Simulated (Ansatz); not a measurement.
Predict the output of the script below (Ansatz 0.2.0, Python API).

Script `run_cohesive.py`:
```python
"""Binding of Cd against spin-polarised atoms in a box."""

from collections import Counter
import warnings

import ansatz as az

config = {
    "cutoff": 420,
    "functional": "pbesol",
    "kspacing": 0.14,
    "filling": "cold",
    "smearing_width": 0.02,
}

PHASES = {
    "Cd": (
        [(2.97887, 0.0, 0.0), (-1.489435, 2.57977709, 0.0), (0.0, 0.0, 5.61765)],
        [
            ("Cd", (1 / 3, 2 / 3, 0.25)),
            ("Cd", (2 / 3, 1 / 3, 0.75)),
        ],
    ),
}


def build(vectors, sites):
    crystal = az.Crystal(lattice=az.Lattice.of(vectors))
    for symbol, position in sites:
        crystal = crystal.atom(symbol, position)
    return crystal


def counts(outcome):
    return Counter(site.symbol for site in outcome.lattice.sites)

UNPAIRED = {"Cd": 0}  # unpaired electrons of the free atoms


def compute(name, crystal):
    calc = (
        crystal.calculation()
        .basis(config["cutoff"])  # a bare number is in eV
        .functional(config["functional"])
        .kpoints(spacing=config["kspacing"])  # the mesh must be finer for metals
        .occupations(config["filling"], width=config["smearing_width"])  # the run then minimises F = E - TS
    )
    if name.endswith(" atom"):
        calc = calc.kpoints(1, 1, 1).occupations("fermi_dirac", width=0.01)
        if UNPAIRED[name.split()[0]]:
            calc = calc.spin("collinear")
        return calc.run(threads=1, backend="cpu")
    calc = calc.relax(force_tolerance=0.01, max_steps=60, cell=True)
    return calc.run(threads=1, backend="cpu")


def main() -> None:
    warnings.simplefilter("ignore", az.DeckWarning)

    phases = {name: build(*cell) for name, cell in PHASES.items()}
    # free atoms: a low-symmetry box, moments by the rule of Hund
    for element, moment in UNPAIRED.items():
        phases[f"{element} atom"] = az.Lattice.orthorhombic(10.0, 10.5, 11.0).atom(element, (0.5, 0.5, 0.5), moment=moment or None)

    done = {}
    for name, crystal in phases.items():
        done[name] = compute(name, crystal)
        print(f"{name}: {done[name].report['energy_sigma0_ev']:.4f} eV, {len(done[name].lattice.sites)} atoms")

    print({element: round(done[f"{element} atom"].report["magnetization_mub"], 2) for element in UNPAIRED}, "muB on the free atoms")
    solid = done["Cd"]
    n = counts(solid)
    binding = (sum(k * done[f"{e} atom"].report["energy_sigma0_ev"] for e, k in n.items()) - solid.report["energy_sigma0_ev"]) / sum(n.values())
    print(f"cohesive energy {binding:.3f} eV/atom = {96.4853 * binding:.0f} kJ/mol of atoms (no zero-point energy)")


if __name__ == "__main__":
    main()
```

```console
$ python run_cohesive.py
Cd: -16368.1226 eV, 2 atoms
Cd atom: -8182.8674 eV, 1 atoms
{'Cd': 0.0} muB on the free atoms
cohesive energy 1.194 eV/atom = 115 kJ/mol of atoms (no zero-point energy)
```

Notes:
- Total energies depend on the potentials; only differences at equal settings carry meaning.
- The magnetic order follows from the starting moments and needn't be the lowest.
- For the metals among these phases the mesh is modest: differences between phases can be off by up to 40 meV an atom.
- The cells come from databases of deposited and of computed structures, and not all need be stable phases.
- Free atoms in a box carry small image and symmetry errors, and spin-orbit coupling is left out.
- Run time: 13 s on 1 thread of Intel(R) Xeon(R) 6975P-C (Granite Rapids), with other jobs on the host, peak memory 0.73 GiB.
